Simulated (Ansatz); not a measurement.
# CH₃BS, SMILES BC=S: the interaction energy of a dimer with the counterpoise correction

With Ansatz's Python interface.

Notebook, run cell by cell (the value of a cell's last expression is shown):

```python
from dataclasses import dataclass

import ansatz
```

```python
@dataclass(frozen=True)
class Settings:
    basis: str = 'def2-SVPD'
    xc: str = 'pbe'
```

```python
opts = Settings()
```

```python
FIRST = [
    ('B', (-0.5908, -0.2339, -0.4357)),
    ('C', (0.5609, 0.2776, 0.4313)),
    ('S', (1.4482, -0.6753, 0.966)),
    ('H', (-0.7415, -1.3252, -0.6799)),
    ('H', (-1.3839, 0.6038, -0.9096)),
    ('H', (0.7072, 1.3531, 0.6279)),
]
SECOND = [
    ('B', (0.2085, -1.9373, -6.2138)),
    ('C', (1.0305, -1.685, -4.9487)),
    ('S', (0.4401, -0.9138, -3.93)),
    ('H', (-0.8447, -1.5563, -6.3513)),
    ('H', (0.7263, -2.616, -7.1229)),
    ('H', (2.046, -2.097, -4.8236)),
]
```

```python
def energy(atoms, ghosts=()):
    molecule = ansatz.Crystal.molecule()
    for symbol, xyz in atoms:
        molecule = molecule.atom(symbol, xyz)
    calc = (
        molecule.calculation()
        .basis(gaussian=opts.basis)
        .functional(opts.xc)
    )
    deck = calc.input()
    if ghosts:
        deck = deck.set(ansatz.key.basis.gaussian.ghost_atoms, [{'symbol': s, 'position_ang': list(xyz)} for s, xyz in ghosts])
    return ansatz.Session.from_dict(deck).plan().execute().report['free_energy_ev']
```

```python
both = energy(FIRST + SECOND)
alone = energy(FIRST) + energy(SECOND)
ghosted = energy(FIRST, SECOND) + energy(SECOND, FIRST)
print(f'dimer {both:.6f} eV')
print(f'interaction, uncorrected   {96.485332 * (both - alone):8.3f} kJ/mol')
print(f'interaction, counterpoise  {96.485332 * (both - ghosted):8.3f} kJ/mol')
print(f'basis-set superposition    {96.485332 * (alone - ghosted):8.3f} kJ/mol')
```

    dimer -25164.059733 eV
    interaction, uncorrected     -6.987 kJ/mol
    interaction, counterpoise    -4.384 kJ/mol
    basis-set superposition       2.603 kJ/mol

Uncorrected it is -6.987 kJ/mol, with the counterpoise correction -4.384 kJ/mol; the difference, 2.60 kJ/mol, is the superposition error.

Caveats:
- Total energies depend on the basis set; only differences at equal settings carry meaning.
- The dimer is a generated trial pose of unrelaxed monomers, not a minimum, so the figure is no binding energy, and the basis set is small.
- This level lacks the dispersion part of the attraction (electrostatics and induction are there), which can decide the sign where the interaction is weak.
- Wall time of the script: 15 s on 1 thread of AMD EPYC 9R14 (Zen 4), with other jobs on the host, peak memory 0.35 GiB.
